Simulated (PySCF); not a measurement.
# CH5AlClN: the cost of one run

The runs use PySCF 2.14.0, with density-fitted response routines of our own; the level of theory stands in each step. All values are computed, except where a source is named. Atoms are numbered from 0 throughout.

### Step 1. The starting structure

9 atoms, charge 0, multiplicity 1; geometry from: GFN2-xTB. The atoms were then displaced at random by about 0.01 Å, so the start is not that level's minimum.

Bonds of the start (Å): C0–N1 1.43, N1–Al2 1.77, Al2–Cl3 2.07, C0–H4 1.09, C0–H5 1.10, C0–H6 1.11, N1–H7 1.01, Al2–H8 1.53.

### Step 2. Optimising the geometry at PBE0-D3(BJ)/def2-SVP

The job: settings as JSON, then the geometry in Å.

```
{"job": {"xc": "PBE0", "basis": "def2-SVP", "d3": "d3bj", "grid": 1, "shake": 0.01, "kind": "geom"}, "charge": 0, "multiplicity": 1}
C     -1.282700    -0.162170    -0.201400
N      0.079650    -0.566870    -0.065500
Al     1.461660     0.491440     0.261690
Cl     3.416810    -0.162660     0.452820
H     -1.948250    -0.609180     0.536990
H     -1.701000    -0.375200    -1.199060
H     -1.336350     0.942070    -0.072670
H      0.176630    -1.563580    -0.185540
H      1.191360     1.988990     0.438930
```

Run with:

```bash
$ OMP_NUM_THREADS=1 python probes_run.py task.json out
```

One launch serves the whole session: the jobs run in the order shown.

Q: Estimate the wall time and peak memory of this first job on 1 thread of Arm Neoverse V1, shared host.

About 13 s, with a peak of 0.36 GiB.
